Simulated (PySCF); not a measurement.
Runs of PySCF 2.14.0 on AlSH3. The cell holds a molecule in a box, 5 atoms: a = 13.000 Å, b = 11.000 Å, c = 12.000 Å, α = 90.00°, β = 90.00°, γ = 90.00°. 

```tsv
task	level	conv_tol	exxdiv	grid for exchange and correlation	frozen core bands	three-body dispersion term	gap on the mesh (eV)
atomic charges	CAM-B3LYP	1e-07 Ha	ewald	Becke, atom-centred	-	-	8.67
atomic charges	N12	1e-07 Ha	-	Becke, atom-centred	-	-	4.53
excitation energies (Tamm-Dancoff)	PBE0	1e-08 Ha	ewald	Becke, atom-centred	10	-	(b)
CCSD(T) correlation energy	HF	1e-08 Ha	ewald	-	10	-	11.88
atomic charges	HLE16	1e-07 Ha	-	Becke, atom-centred	-	-	(a)
atomic charges	rSCAN+D3(BJ)	1e-07 Ha	-	Becke, atom-centred	-	no	4.97
MP2 correlation energy	HF	1e-08 Ha	ewald	-	10	-	11.88
```

Alike in all rows: potentials or basis cc-pvdz (all-electron); no spin polarisation; cell as given; k mesh 1 × 1 × 1; smearing fixed.

**Question.** Fill in the values left out.

**Answer.** (a) 5.23; (b) 6.43.

Caveats: this is a molecule in a periodic box at the Γ point, so its band gap is the HOMO-LUMO gap; the basis of atomic orbitals isn't converged, which shifts pressures, moduli and gaps; the basis is small and the box finite, so much correlation energy is missing and levels can be off by tenths of an eV (some runs); the iterative solver can pass over a root and still report convergence (some runs); these D3(BJ) parameters were fitted with the three-body term, which the run leaves out (some runs).

Runs at the PBE level aren't shown here.
